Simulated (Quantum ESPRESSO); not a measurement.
Crystal: Ga3As.

```
CELL_PARAMETERS angstrom
3.72216 0.00000 0.00000
0.00000 3.72216 0.00000
0.00000 0.00000 6.06099
ATOMIC_POSITIONS crystal
Ga 0.00000 0.00000 0.66213
Ga 0.00000 0.00000 0.33787
Ga 0.50000 0.50000 0.50000
As 0.00000 0.00000 0.00000
```

The cell was built by a generator and needn't be a form met in nature.

A run of Quantum ESPRESSO 7.5 on this cell left the log below. Logs are shortened: lines on timing, memory, paths and dates and some standing lists are left out, and cuts for length are marked.

```text
This program is part of the open-source Quantum ESPRESSO suite
     for quantum simulation of materials; please cite
         "P. Giannozzi et al., J. Phys.:Condens. Matter 21 395502 (2009);
         "P. Giannozzi et al., J. Phys.:Condens. Matter 29 465901 (2017);
         "P. Giannozzi et al., J. Chem. Phys. 152 154105 (2020);
     in publications or presentations arising from this work. More details at

     file Ga.pbe-dn-kjpaw_psl.1.0.0.UPF: wavefunction(s)  4S renormalized
     Message from routine setup:
     using ibrav=0 with symmetry is DISCOURAGED, use correct ibrav instead

     G-vector sticks info
     --------------------
     sticks:   dense  smooth     PW     G-vecs:    dense   smooth      PW
     Sum        2217    1101    317               126935    44825    6861

     Using Slab Decomposition

     bravais-lattice index     =            0
     lattice parameter (alat)  =       7.0339  a.u.
     unit-cell volume          =     566.6693 (a.u.)^3
     number of atoms/cell      =            4
     number of atomic types    =            2
     number of electrons       =        44.00
     number of Kohn-Sham states=           31
     kinetic-energy cutoff     =      70.0000  Ry
     charge density cutoff     =     560.0000  Ry
     scf convergence threshold =      8.0E-10
     mixing beta               =       0.5000
     number of iterations used =            8  plain     mixing
     Exchange-correlation= PBE
                           (   1   4   3   4   0   0   0)

     celldm(1)=   7.033859  celldm(2)=   0.000000  celldm(3)=   0.000000
     celldm(4)=   0.000000  celldm(5)=   0.000000  celldm(6)=   0.000000

     crystal axes: (cart. coord. in units of alat)
               a(1) = (   1.000000   0.000000   0.000000 )
               a(2) = (   0.000000   1.000000   0.000000 )
               a(3) = (   0.000000   0.000000   1.628354 )

     reciprocal axes: (cart. coord. in units 2 pi/alat)
               b(1) = (  1.000000  0.000000  0.000000 )
               b(2) = (  0.000000  1.000000  0.000000 )
               b(3) = (  0.000000  0.000000  0.614117 )

     PseudoPot. # 1 for Ga read from file:
     Ga.pbe-dn-kjpaw_psl.1.0.0.UPF
     Pseudo is Projector augmented-wave + core cor, Zval = 13.0
     Generated using "atomic" code by A. Dal Corso  v.5.1
[... 41 lines left out ...]
        k(    5) = (   0.0000000   0.1428571   0.1228234), wk =   0.0653061
        k(    6) = (   0.0000000   0.1428571   0.2456469), wk =   0.0653061
[... 22 lines left out ...]
        k(   29) = (   0.4285714   0.4285714   0.1228234), wk =   0.0653061
        k(   30) = (   0.4285714   0.4285714   0.2456469), wk =   0.0653061

     Dense  grid:   126935 G-vectors     FFT dimensions: (  54,  54,  90)

     Smooth grid:    44825 G-vectors     FFT dimensions: (  40,  40,  64)

     Initial potential from superposition of free atoms

     starting charge      43.9909, renormalised to      44.0000
     Starting wfcs are   31 randomized atomic wfcs

     Self-consistent Calculation

     iteration #  1     ecut=    70.00 Ry     beta= 0.50
     Davidson diagonalization with overlap
     ethr =  1.00E-02,  avg # of iterations =  6.9

     Threshold (ethr) on eigenvalues was too large:
     Diagonalizing with lowered threshold

     Davidson diagonalization with overlap
     ethr =  1.40E-04,  avg # of iterations = 11.9

     total energy              =    -851.60783861 Ry
     estimated scf accuracy    <       0.08232481 Ry
[... 158 lines left out ...]
     iteration # 24     ecut=    70.00 Ry     beta= 0.50
     Davidson diagonalization with overlap
     ethr =  1.66E-11,  avg # of iterations =  4.3

     End of self-consistent calculation

          k = 0.0000 0.0000 0.0000 (  5603 PWs)   bands (ev):

    -9.3219  -8.4144  -8.4144  -7.9407  -7.9309  -7.7367  -7.7198  -7.6361
    -7.5851  -7.5851  -7.1332  -7.0947  -7.0947  -7.0718  -7.0134  -4.7031
    -1.8524   0.2534   6.3806   6.3806   7.1760   9.2768   9.6006   9.6006
    12.1394  12.4851  12.4851  12.7631  12.9894  15.9097  16.0522
[... 199 lines left out ...]
    -9.1945  -8.4324  -8.4283  -7.9279  -7.8264  -7.7749  -7.7482  -7.6948
    -7.6074  -7.6073  -7.1846  -7.1107  -7.1065  -7.0765  -7.0467  -3.2934
    -0.3245   2.5998   3.7177   4.2086   4.7886   5.3264   5.3400   9.0898
     9.4649  11.7998  11.9562  14.8454  15.0136  15.0901  18.2530

     the Fermi energy is     7.7511 ev

!    total energy              =    -851.62395561 Ry
     estimated scf accuracy    <          3.7E-10 Ry
     smearing contrib. (-TS)   =      -0.00140004 Ry
     internal energy E=F+TS    =    -851.62255557 Ry

     The total energy is F=E-TS. E is the sum of the following terms:
     one-electron contribution =    -406.27090917 Ry
     hartree contribution      =     245.28869172 Ry
     xc contribution           =    -123.97930165 Ry
     ewald contribution        =    -232.70206375 Ry
     one-center paw contrib.   =    -333.95897272 Ry

     convergence has been achieved in  24 iterations

     Forces acting on atoms (cartesian axes, Ry/au):

     atom    1 type  1   force =     0.00000000    0.00000000    0.11268120
     atom    2 type  1   force =     0.00000000    0.00000000   -0.11268120
     atom    3 type  1   force =     0.00000000    0.00000000    0.00000000
     atom    4 type  2   force =     0.00000000    0.00000000    0.00000000

     Total force =     0.159355     Total SCF correction =     0.000006

     Computing stress (Cartesian axis) and pressure

          total   stress  (Ry/bohr**3)                   (kbar)     P=      235.28
   0.00021040   0.00000000   0.00000000           30.95        0.00        0.00
   0.00000000   0.00021040   0.00000000            0.00       30.95        0.00
   0.00000000   0.00000000   0.00437750            0.00        0.00      643.95

=------------------------------------------------------------------------------=
   JOB DONE.
=------------------------------------------------------------------------------=
```

Task: Write the input and the command behind it.

Result: Single point with PBE, no spin polarisation. The files as run (others can give the same):

pw.in
```
&CONTROL
  calculation = 'scf'
  prefix = 'pwscf'
  outdir = './tmp'
  pseudo_dir = './pseudo'
  tprnfor = .true.
  tstress = .true.
  disk_io = 'nowf'
/
&SYSTEM
  ibrav = 0
  nat = 4
  ntyp = 2
  ecutwfc = 70
  ecutrho = 560
  nbnd = 31
  occupations = 'smearing'
  smearing = 'fd'
  degauss = 0.00367493
/
&ELECTRONS
  conv_thr = 8d-10
  electron_maxstep = 120
  mixing_beta = 0.5
/
ATOMIC_SPECIES
Ga    69.7230 Ga.pbe-dn-kjpaw_psl.1.0.0.UPF
As    74.9216 As.pbe-n-rrkjus_psl.0.2.UPF
CELL_PARAMETERS angstrom
   3.7221578300    0.0000000000    0.0000000000
   0.0000000000    3.7221578300    0.0000000000
   0.0000000000    0.0000000000    6.0609893100
ATOMIC_POSITIONS crystal
Ga     0.0000000000    0.0000000000    0.6621256200
Ga     0.0000000000    0.0000000000    0.3378743800
Ga     0.5000000000    0.5000000000    0.5000000000
As     0.0000000000    0.0000000000    0.0000000000
K_POINTS automatic
7 7 5 0 0 0
```

Potentials or basis: SSSP 1.3 efficiency PBE.
Launch:
```bash
$ OMP_NUM_THREADS=1 pw.x -in pw.in > pw.out
```

Caveat: so large a pressure means that the cell lies far from this level's equilibrium, or that cutoff or potentials fall short; forces of over 1 eV/Å show positions far from the minimum, so gaps and moduli don't describe the material at rest.
